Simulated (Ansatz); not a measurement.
# Br (Br, isolated atom): the cost of one run

Method: DFT, plane waves (500 eV) with PBE-made PAW files, scalar-relativistic; functionals as named at each step, in Ansatz 0.2.0.

**1. The system as given**

Periodic box: 14.0 × 14.4 × 14.8 Å.

Coordinates:

```
Br
1.0
    14.00000    0.00000    0.00000
     0.00000   14.40000    0.00000
     0.00000    0.00000   14.80000
Br
1
Direct
  0.50000 0.50000 0.50000
```

**2. r²SCAN single point**

The run with r²SCAN.

The input, input.yaml:

```yaml
crystal:
  lattice:
    - [14.0, 0.0, 0.0]
    - [0.0, 14.4, 0.0]
    - [0.0, 0.0, 14.8]
  atoms:
    - { symbol: Br, position: [0.5, 0.5, 0.5], spin: 1.0 }
  symmetry: { detect: false, time_reversal: true }
hamiltonian:
  xc: r2scan
  pseudopotentials:
    kind: paw
    azcp:
      Br: "pseudopotentials/Br.paw.azcp"
basis:
  ecutwfc: 500
  fft_grid_basis: typed
kpoints:
  mp_grid: { grid: [1, 1, 1], shift: [0, 0, 0] }
magnetization:
  spin_polarized: true
scf:
  occupations: { method: fermi_dirac, width: 0.01 }
output:
  write_density: true
  write_potential: true
  elf: true
  volumetric_format: npy
```

Launch:

```bash
$ ansatz run input.yaml --threads 4 --pin off --max-ram 10240MiB --backend cpu --events-out ev --progress --plain --runs-dir out
```

What time and memory should one allow on 4 threads of Arm Neoverse V1, shared host?

About 18 min, with a peak of 5.5 GiB.
